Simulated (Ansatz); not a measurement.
# ScAl2N3: the cost of one run

Computed with Ansatz 0.2.0 (DFT PBE, scalar-relativistic, plane waves, PAW, unless a step's input says otherwise).

## 1. The structure to begin with

Symmetry: P6/mmm, No. 191, hexagonal system. Conventional cell: a = 3.924 Å, b = 3.924 Å, c = 7.202 Å, α = 90.00°, β = 90.00°, γ = 120.00°. Sc (site symmetry 6/mmm) is surrounded by 6 N at 2.27 Å. Al (site symmetry -6m2) is surrounded by 3 Al at 2.27 Å and 3 N at 2.27 Å. N (site symmetry 6/mmm) is surrounded by 6 Al at 2.27 Å. Around N (site symmetry -6m2) lie 3 N at 2.27 Å and 3 Sc at 2.27 Å.

Structure file:

```cif
data_structure
_symmetry_space_group_name_H-M 'P 1'
_symmetry_Int_Tables_number 1
_cell_length_a 3.9235
_cell_length_b 3.9235
_cell_length_c 7.2020
_cell_angle_alpha 90.000
_cell_angle_beta 90.000
_cell_angle_gamma 120.000
_cell_volume 96.02
loop_
_atom_site_label
_atom_site_type_symbol
_atom_site_fract_x
_atom_site_fract_y
_atom_site_fract_z
_atom_site_occupancy
Sc1 Sc 0.00000 0.00000 0.50000 1
Al1 Al 0.33333 0.66667 0.00000 1
Al2 Al 0.66667 0.33333 0.00000 1
N1 N 0.00000 0.00000 0.00000 1
N2 N 0.33333 0.66667 0.50000 1
N3 N 0.66667 0.33333 0.50000 1
```

A structure generator made this guess: random cell by space group and Wyckoff sites (P6/mmm, No. 191). The dimensions are guesses.

## 2. Probe: one point on a coarse mesh

input.yaml reads:

```yaml
crystal:
  lattice:
    - [3.92354604, 0.0, 0.0]
    - [-1.96177302, 3.39789054, 0.0]
    - [0.0, 0.0, 7.20201534]
  atoms:
    - { symbol: Sc, position: [0.0, 0.0, 0.5] }
    - { symbol: Al, position: [0.33333333, 0.66666667, 0.0] }
    - { symbol: Al, position: [0.66666667, 0.33333333, 0.0] }
    - { symbol: "N", position: [0.0, 0.0, 0.0] }
    - { symbol: "N", position: [0.33333333, 0.66666667, 0.5] }
    - { symbol: "N", position: [0.66666667, 0.33333333, 0.5] }
basis:
  ecutwfc: 420
kpoints:
  mp_grid: { grid: [6, 6, 4] }
hamiltonian:
  xc: pbe
scf:
  occupations: { method: gaussian, width: 0.1 }
  lower_state_search: "off"
output:
  forces: true
  stress: true
  eigenvalues: true
```

On the command line:

```console
> ansatz run input.yaml --threads 1 --pin off --max-ram 2560MiB --backend cpu --events-out ev --progress --plain --runs-dir out
```

What time and memory should one allow on 1 thread of Intel Xeon at 2.50GHz (Skylake/Cascade Lake), shared host?

About 6.4 s, with a peak of 0.38 GiB.
